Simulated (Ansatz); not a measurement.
This was printed by a script on Ansatz 0.2.0, Python API, for a single point of Na2AlCuF6, space group Fm-3m. What did the script look like? Use: PBEsol, PAW, the default cutoff (420 eV here), 4×4×4 k-points, fixed occupations.

```
Na Al Cu F
1.0
     0.00000    4.00726    4.00726
     4.00726    0.00000    4.00726
     4.00726    4.00726    0.00000
Na Al Cu F
2 1 1 6
Direct
  0.75000 0.75000 0.75000
  0.25000 0.25000 0.25000
  0.00000 0.00000 0.00000
  0.50000 0.50000 0.50000
  0.77300 0.22700 0.22700
  0.22700 0.22700 0.77300
  0.22700 0.77300 0.77300
  0.22700 0.77300 0.22700
  0.77300 0.22700 0.77300
  0.77300 0.77300 0.22700
```

```console
$ python scf.py
DeckWarning: basis.ecutwfc = 420 eV, auto-derived from the records' recommended cutoffs: set by Na (normal level)
free energy      -14877.10277 eV
per atom         -1487.71028 eV
SCF iterations   9  (converged: True)
 0 Na 12 F at 2.84
 1 Na 12 F at 2.84
 2 Al 6 F at 1.82
 3 Cu 6 F at 2.19
 4 F  1 Al at 1.82
 5 F  1 Al at 1.82
 6 F  1 Al at 1.82
 7 F  1 Al at 1.82
 8 F  1 Al at 1.82
 9 F  1 Al at 1.82
energy terms (eV)
  e_band                          -1161.26361
  e_kinetic                        1809.73283
  e_local                        -11764.50459
  e_nonlocal                       1106.88754
  e_hartree                        4756.62117
  e_xc                             -674.51662
  e_vxc                            -848.97288
  e_paw                           -3777.97863
  e_vpaw                           -977.66761
  e_augmentation_tail                 0.01258
  e_ewald                         -6333.94643
  e_core_change                       0.58938
band edges on the mesh: 6.331 and 6.558 eV, gap 0.227 eV
largest force 0.0353 eV/A on atom 4
[[ 0.     -0.     -0.    ]
 [ 0.      0.      0.    ]
 [-0.      0.     -0.    ]
 [ 0.      0.      0.    ]
 [-0.0353 -0.     -0.    ]
 [ 0.     -0.     -0.0353]
 [ 0.0353  0.     -0.    ]
 [ 0.     -0.0353  0.    ]
 [-0.      0.0353 -0.    ]
 [-0.      0.      0.0353]]
```
(Warnings from the package without file and line.)

The script that was run (others could print the same):

`scf.py`:
```python
"""Single point of Na2AlCuF6."""

from collections import Counter

import ansatz as az
import numpy as np
from pymatgen.core import Structure

structure = (
    az.Lattice.of((0.0, 4.007261, 4.007261), (4.007261, 0.0, 4.007261), (4.007261, 4.007261, 0.0))
    .atom("Na", (0.75, 0.75, 0.75))
    .atom("Na", (0.25, 0.25, 0.25))
    .atom("Al", (0.0, 0.0, 0.0))
    .atom("Cu", (0.5, 0.5, 0.5))
    .atom("F", (0.772998, 0.227002, 0.227002))
    .atom("F", (0.227002, 0.227002, 0.772998))
    .atom("F", (0.227002, 0.772998, 0.772998))
    .atom("F", (0.227002, 0.772998, 0.227002))
    .atom("F", (0.772998, 0.227002, 0.772998))
    .atom("F", (0.772998, 0.772998, 0.227002))
)

# functional, basis and sampling
model = structure.calculation()
model = model.occupations("fixed").kpoints(4, 4, 4)
model = model.functional("PBEsol")
model = model.band_table().forces()
session = model.session()
planned = session.plan(threads=1)
result = planned.execute()
rep = result.report

print(f"free energy      {rep['free_energy_ev']:.5f} eV")
print(f"per atom         {rep['free_energy_ev'] / len(result.lattice.sites):.5f} eV")
print(f"SCF iterations   {rep['n_iterations']}  (converged: {rep['converged']})")

final = Structure(result.lattice.cell_ang, [s.symbol for s in result.lattice.sites], [s.position_frac for s in result.lattice.sites])
# shortest distances, periodic images included
for index, site in enumerate(final):
    near = final.get_neighbors(site, 4.5)
    edge = 1.15 * min(n.nn_distance for n in near)
    shell = Counter((round(n.nn_distance, 2), n.specie.symbol) for n in near if n.nn_distance < edge)
    print(f"{index:2d} {site.specie.symbol:2s}", ", ".join(f"{count} {symbol} at {d:.2f}" for (d, symbol), count in sorted(shell.items())))

print("energy terms (eV)")
for term, value in rep["components"].items():
    if abs(value) > 1e-9:
        print(f"  {term:26s} {value:16.5f}")

edges = rep.get("band_edges_ev")
if edges:
    print(f"band edges on the mesh: {edges[0]:.3f} and {edges[1]:.3f} eV, gap {edges[1] - edges[0]:.3f} eV")
else:
    print("no band edges reported (a metal, or a gap too narrow for this smearing); Fermi level", round(rep["fermi_energy_ev"], 3), "eV")

# forces in eV per angstrom
forces = np.array(rep["forces_ev_ang"])
norms = np.linalg.norm(forces, axis=1)
print("largest force {:.4f} eV/A on atom {}".format(norms.max(), norms.argmax()))
print(np.array2string(forces, precision=4, suppress_small=True))
```

Caveats:
- Total energies depend on the potentials; only differences at equal settings carry meaning.
- No spin polarisation was allowed.
- Semilocal gaps usually lie well under measured ones.
- The energy terms are those on the plane-wave grid, with the one-centre PAW part apart; e_band, e_vxc and e_vpaw aren't summands of the total.
- Without a Hubbard U or exact exchange, semilocal functionals often make such 3d compounds metallic or too weakly gapped.
- This cell is a computed structure, which may not be the phase found in nature.
- Levels are Kohn-Sham eigenvalues on this mesh.
- Run time: 4.6 s on 1 thread of Arm Neoverse V1, on a shared host, peak memory 0.47 GiB.

(Lines on the test bed's own set-up are left out of the output.)
